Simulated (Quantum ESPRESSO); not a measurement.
CoSi2, 3 atoms in the cell. It takes space group Fm-3m (No. 225, cubic). The conventional cell has a = 5.327 Å, b = 5.327 Å, c = 5.327 Å, α = 90.00°, β = 90.00°, γ = 90.00°. Co (site symmetry m-3m) is surrounded by 8 Si at 2.31 Å. Si (site symmetry -43m) has 4 Co at 2.31 Å as nearest neighbours. The cell was built by a generator and needn't be a form met in nature.

```yaml
Program: Quantum ESPRESSO 7.5
Task: single point
Functional: LDA
Potentials_or_basis: GBRV 1.5 LDA
Cutoff: 762 eV
Density_cutoff: 6095 eV
k_mesh: 16 × 16 × 16
Occupations: methfessel-paxton, width 0.1 eV
Spin: no spin polarisation
Form_of_the_LDA_correlation: PZ81
Mixing_beta: 0.5
Most_SCF_iterations: 120
SCF_threshold: 6e-10 Ry
```

Potentials or basis: GBRV 1.5 LDA.

Launch:

```sh
$ OMP_NUM_THREADS=1 pw.x -in pw.in > pw.out
```

Hardware: 1 thread of Intel(R) Xeon(R) Platinum 8375C CPU @ 2.90GHz (Ice Lake), with other jobs on the host.

Estimate the wall time of this run.

Wall time 2.2 min on 1 thread of Intel(R) Xeon(R) Platinum 8375C CPU @ 2.90GHz (Ice Lake) (shared host), peak memory 0.25 GiB. Counts: scf iterations 17, k pools 1, bands 19, k points 145, g dense 40821.
